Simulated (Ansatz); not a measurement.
# C9H17GeNSi: basis-set convergence

The task here is to estimate one member of a computed series from the others.

Program: Ansatz 0.2.0, Gaussian basis. Level of theory: one geometry, several basis sets. These are calculated values, not measurements.

Plan: PBE0-D4/def2-SVP; ωB97M-V/def2-SVP; PBE0-D4/def2-QZVPP; ωB97M-V/def2-QZVPP; the functionals' def2-TZVPP values are taken from earlier runs.

### The relaxed structure

The geometry comes from an earlier relaxation with PBE0-D4 in a triple-zeta def2 set; it is a stationary point, not always the lowest conformer.

SMILES `C[Si](C)(C)[N]([GeH3])c1ccccc1`, 29 atoms, charge 0, spin multiplicity 1.

Atoms are counted from 1 here; the program's logs count them from 0.

Bond lengths: C1–Si2 1.873 Å, C1–H13 1.093 Å, C1–H14 1.094 Å, C1–H15 1.092 Å, Si2–C3 1.868 Å, Si2–C4 1.873 Å, Si2–N5 1.752 Å, C3–H16 1.094 Å, C3–H17 1.093 Å, C3–H18 1.091 Å, C4–H19 1.094 Å, C4–H20 1.094 Å, C4–H21 1.093 Å, N5–Ge6 1.853 Å, N5–C7 1.405 Å, Ge6–H22 1.535 Å, Ge6–H23 1.542 Å, Ge6–H24 1.538 Å and more. Angles: Si2–C1–H13 111.5°, Si2–C1–H14 109.2°, Si2–C1–H15 112.8°, H13–C1–H14 107.6°, H13–C1–H15 108.2°, H14–C1–H15 107.2°, C1–Si2–C3 109.1°, C1–Si2–C4 108.2°, C1–Si2–N5 107.6°, C3–Si2–C4 110.5°, C3–Si2–N5 109.2°, C4–Si2–N5 112.2°, Si2–C3–H16 109.7°, Si2–C3–H17 110.6°, Si2–C3–H18 112.6°, H16–C3–H17 108.0°, H16–C3–H18 108.0°, H17–C3–H18 107.8° and more.

Set-up of the first run:

File in.yaml:

```yaml
crystal:
  periodic: [false, false, false]
  atoms:
    - {symbol: C, position_ang: [-1.637745, 1.754852, 2.015788]}
    - {symbol: Si, position_ang: [-0.123423, 0.917265, 1.298887]}
    - {symbol: C, position_ang: [0.239598, -0.631470, 2.277958]}
    - {symbol: C, position_ang: [1.313871, 2.113782, 1.408785]}
    - {symbol: N, position_ang: [-0.495224, 0.478876, -0.356464]}
    - {symbol: Ge, position_ang: [-1.708237, 1.450927, -1.364357]}
    - {symbol: C, position_ang: [0.091578, -0.636152, -0.977122]}
    - {symbol: C, position_ang: [-0.676460, -1.530339, -1.727040]}
    - {symbol: C, position_ang: [-0.097772, -2.628453, -2.341119]}
    - {symbol: C, position_ang: [1.260386, -2.874681, -2.209628]}
    - {symbol: C, position_ang: [2.033470, -1.996663, -1.464575]}
    - {symbol: C, position_ang: [1.461468, -0.887030, -0.865699]}
    - {symbol: H, position_ang: [-2.526269, 1.124782, 1.923674]}
    - {symbol: H, position_ang: [-1.474055, 1.942828, 3.081031]}
    - {symbol: H, position_ang: [-1.851130, 2.717764, 1.546288]}
    - {symbol: H, position_ang: [0.385586, -0.375801, 3.331449]}
    - {symbol: H, position_ang: [-0.596126, -1.332732, 2.212572]}
    - {symbol: H, position_ang: [1.135409, -1.148078, 1.929989]}
    - {symbol: H, position_ang: [1.458069, 2.448738, 2.440354]}
    - {symbol: H, position_ang: [1.127524, 2.998647, 0.793941]}
    - {symbol: H, position_ang: [2.252021, 1.666659, 1.071835]}
    - {symbol: H, position_ang: [-1.306482, 1.291430, -2.836764]}
    - {symbol: H, position_ang: [-3.154134, 0.954972, -1.158590]}
    - {symbol: H, position_ang: [-1.619858, 2.920434, -0.920187]}
    - {symbol: H, position_ang: [-1.747001, -1.371443, -1.809974]}
    - {symbol: H, position_ang: [-0.719707, -3.304865, -2.916993]}
    - {symbol: H, position_ang: [1.711488, -3.737302, -2.684975]}
    - {symbol: H, position_ang: [3.099468, -2.166554, -1.359981]}
    - {symbol: H, position_ang: [2.084187, -0.188694, -0.318788]}
basis:
  gaussian: {orbitals: def2-SVP}
hamiltonian: {xc: pbe0, dispersion: d4}
output: {orbitals: {seedname: orbitals}}
```

Steps of the session up to this table: PBE0-D4 in def2-SVP; ωB97M-V in def2-SVP; PBE0-D4 in def2-QZVPP; ωB97M-V in def2-QZVPP.

One of the session's tables, all rows but one given; the rest of the session is left out.

It belongs to the step «Density functionals: the series». 

| functional | basis | HOMO (eV) | LUMO (eV) |
| --- | --- | --- | --- |
| PBE0-D4 | def2-SVP | -6.03 | -0.03 |
| PBE0-D4 | def2-TZVPP | -6.09 | -0.20 |
| PBE0-D4 | def2-QZVPP | -6.11 | -0.26 |
| ωB97M-V | def2-SVP | ? | ? |
| ωB97M-V | def2-TZVPP | -8.17 | 1.74 |
| ωB97M-V | def2-QZVPP | -8.17 | 1.42 |

Estimate the missing values for ωB97M-V, def2-SVP.

**Answer.** HOMO (eV): -8.10; LUMO (eV): 2.00. In the column «HOMO (eV)» it lies between ωB97M-V, def2-QZVPP (-8.17) and PBE0-D4, def2-QZVPP (-6.11).
